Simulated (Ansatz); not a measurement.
# TiRe: response to strain

TiRe is deformed so: equal xy, yz and zx engineering shear strains of -2 %. What stress and forces result, by LAPW, PAW and all-electron datasets made for the crystal?

Program: Ansatz 0.2.0. Level of theory: DFT PBEsol, scalar-relativistic. These are calculated values, not measurements.

## (1) The system as given

Symmetry: Pm-3m, No. 221, cubic system. The conventional cell has a = 3.118 Å, b = 3.118 Å, c = 3.118 Å, α = 90.00°, β = 90.00°, γ = 90.00°. Around Ti (site symmetry m-3m) lie 8 Re at 2.70 Å. Re (site symmetry m-3m) has 8 Ti at 2.70 Å as nearest neighbours.

Coordinates:

```cif
data_structure
_symmetry_space_group_name_H-M 'P 1'
_symmetry_Int_Tables_number 1
_cell_length_a 3.1180
_cell_length_b 3.1180
_cell_length_c 3.1180
_cell_angle_alpha 90.000
_cell_angle_beta 90.000
_cell_angle_gamma 90.000
_cell_volume 30.31
loop_
_atom_site_label
_atom_site_type_symbol
_atom_site_fract_x
_atom_site_fract_y
_atom_site_fract_z
_atom_site_occupancy
Ti1 Ti 0.50000 0.50000 0.50000 1
Re1 Re 0.00000 0.00000 0.00000 1
```

Atoms are numbered in the order of the input: Ti1, Re2.

## (2) The deformed structure

Space group Pm-3m before, R-3m after.

## (3) LAPW, all electrons

input.yaml reads:

```yaml
crystal:
  lattice:
    - [3.118, -0.03118, -0.03118]
    - [-0.03118, 3.118, -0.03118]
    - [-0.03118, -0.03118, 3.118]
  atoms:
    - { symbol: Ti, position: [0.5, 0.5, 0.5] }
    - { symbol: Re, position: [0.0, 0.0, 0.0] }
kpoints:
  mp_grid: { grid: [13, 13, 13] }
  band_path:
    path:
      - [0.0, 0.0, 0.0]
      - [0.5, 0.0, 0.0]
      - [0.5, -0.5, 0.5]
      - [0.4804921086, -0.5195078914, 0.4804921086]
      - [0.4804921086, 0.4804921086, 0.4804921086]
      - [0.0, 0.0, 0.0]
      - [0.5, -0.5, 0.0]
    npoints: 5
scf:
  occupations: { method: fermi_dirac, width: 0.05 }
hamiltonian:
  xc: pbesol
  pseudopotentials: { kind: all_electron, lapw: { basis_error: 0.001 } }
output:
  forces: true
  stress: true
  eigenvalues: true
```

Started as:

```sh
ansatz run input.yaml --threads 1 --pin off --max-ram 3072MiB --backend cpu --events-out ev --progress --plain --runs-dir out
```

## (4) Frozen-core PAW

input.yaml reads:

```yaml
crystal:
  lattice:
    - [3.118, -0.03118, -0.03118]
    - [-0.03118, 3.118, -0.03118]
    - [-0.03118, -0.03118, 3.118]
  atoms:
    - { symbol: Ti, position: [0.5, 0.5, 0.5] }
    - { symbol: Re, position: [0.0, 0.0, 0.0] }
kpoints:
  mp_grid: { grid: [13, 13, 13] }
scf:
  occupations: { method: fermi_dirac, width: 0.05 }
hamiltonian:
  xc: pbesol
  pseudopotentials: { kind: paw }
output:
  forces: true
  stress: true
  eigenvalues: true
  efg: { contact_densities: true }
  write_density: true
  write_potential: true
  elf: true
  volumetric_format: npy
```

## (5) Datasets made for this crystal

Edit input.yaml of step 4 so:

```diff
@@ -14,3 +14,3 @@
   xc: pbesol
-  pseudopotentials: { kind: paw }
+  pseudopotentials: { kind: all_electron, datasets: crystal }
 output:
@@ -20,5 +20 @@
   efg: { contact_densities: true }
-  write_density: true
-  write_potential: true
-  elf: true
-  volumetric_format: npy
```

(Steps that only read results are left out.)

What does the calculation give? Wanted: pressure; largest shear or deviatoric stress.

**Answer**, as computed:

| quantity | value |
| --- | --- |
| pressure | LAPW -7.50, PAW -7.52, crystal datasets -7.50 GPa |
| largest shear or deviatoric stress (LAPW) | 1.63 GPa |

**Reading.** The largest part of the stress beyond the pressure is 1.63 GPa in size; the atoms are carried along and not relaxed. No run of the undeformed cell stands beside it, so the pressure holds what the given cell had before the change. PAW: stress within 0.01 GPa of LAPW. Crystal datasets: stress within 0.01 GPa of LAPW. Spin-orbit coupling is left out, though the cell holds Re; in elements this heavy it can shift bands and gaps by tenths of an eV.
